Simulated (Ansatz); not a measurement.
# Os: the cost of one run

Program: Ansatz 0.2.0. Level of theory: DFT PBEsol, scalar-relativistic. These are calculated values, not measurements.

## Step 1: The structure to begin with

Symmetry: P6_3/mmc, No. 194, hexagonal system. The conventional cell has a = 2.734 Å, b = 2.734 Å, c = 4.320 Å, α = 90.00°, β = 90.00°, γ = 120.00°. Around Os (site symmetry -6m2) lie 12 Os at 2.68 to 2.73 Å.

Structure file:

```cif
data_structure
_symmetry_space_group_name_H-M 'P 1'
_symmetry_Int_Tables_number 1
_cell_length_a 2.7341
_cell_length_b 2.7341
_cell_length_c 4.3197
_cell_angle_alpha 90.000
_cell_angle_beta 90.000
_cell_angle_gamma 120.000
_cell_volume 27.96
loop_
_atom_site_label
_atom_site_type_symbol
_atom_site_fract_x
_atom_site_fract_y
_atom_site_fract_z
_atom_site_occupancy
Os1 Os 0.33333 0.66667 0.25000 1
Os2 Os 0.66667 0.33333 0.75000 1
```

The structure is an experimental refinement, used without relaxation.

Atoms are numbered in the order of the input: Os1, Os2.

## Step 2: Volume × 0.94, LAPW

The input, input.yaml:

```yaml
crystal:
  lattice:
    - [2.6782863558, 0.0, 0.0]
    - [-1.339143178, 2.3194640228, 0.0]
    - [0.0, 0.0, 4.2315181138]
  atoms:
    - { symbol: Os, position: [0.3333333333, 0.6666666667, 0.25] }
    - { symbol: Os, position: [0.6666666667, 0.3333333333, 0.75] }
kpoints:
  mp_grid: { grid: [15, 15, 9] }
  band_path:
    path:
      - [0.0, 0.0, 0.0]
      - [0.5, 0.0, 0.0]
      - [0.3333333333, 0.3333333333, 0.0]
      - [0.0, 0.0, 0.0]
      - [0.0, 0.0, 0.5]
      - [0.5, 0.0, 0.5]
      - [0.3333333333, 0.3333333333, 0.5]
      - [0.0, 0.0, 0.5]
      - [0.5, 0.0, 0.5]
    npoints: 5
scf:
  occupations: { method: fermi_dirac, width: 0.05 }
hamiltonian:
  xc: pbesol
  pseudopotentials: { kind: all_electron, lapw: { basis_error: 0.0005 } }
output:
  forces: true
  stress: true
  eigenvalues: true
```

Launch:

```bash
$ ansatz run input.yaml --threads 1 --pin off --max-ram 3072MiB --backend cpu --events-out ev --progress --plain --runs-dir out
```

**Question.** How long does this run take on 1 thread of Intel Xeon Platinum 8488C (Sapphire Rapids), shared host, and how much memory does it need?

About 53 s, with a peak of 0.76 GiB.
